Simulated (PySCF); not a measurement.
# C5H3F3: the cost of one run

Programs: PySCF 2.14.0, with density-fitted response routines of our own. Each step states its level of theory. These are calculated values for one molecule in the gas phase, unless marked as measured. Atoms count from 0, in the outputs and in this text.

## (1) The molecule as given

11 atoms, charge 0, multiplicity 1; geometry from: PBE0-D3(BJ)/def2-SVP.

Bonds of the start (Å): F0–C1 1.32, C1–C2 1.34, C2–C3 1.51, C3–F4 1.35, C3–F5 1.35, C3–C6 1.52, C6–C7 1.34, C7–C1 1.48, C2–H8 1.09, C6–H9 1.09, C7–H10 1.09.

## (2) Core-electron binding energies: SCAN, X2C

The job: settings as JSON, then the geometry in Å.

```
{"job": {"kind": "xps"}, "charge": 0, "multiplicity": 1}
F      2.332301    -0.094061    -1.147563
C      1.155456    -0.077965    -0.559853
C      0.498681    -1.112357    -0.028699
C     -0.798977    -0.559140     0.507779
F     -0.926732    -0.763111     1.840727
F     -1.874086    -1.142950    -0.071704
C     -0.749763     0.928039     0.191669
C      0.400641     1.192573    -0.432254
H      0.788307    -2.159145     0.021481
H     -1.555260     1.609542     0.463691
H      0.764718     2.152053    -0.800284
```

Method: delta-SCF UKS SCAN, pcX-2 on the ionised atom, pcseg-1 elsewhere, spin-free X2C.

Run with:

```sh
> OMP_NUM_THREADS=1 python probes_run.py task.json out
```

This one command runs all jobs of the session in turn.

Q: Estimate the wall time and peak memory of this first job on 1 thread of Arm Neoverse V1, shared host.

About 71 s, with a peak of 0.56 GiB.
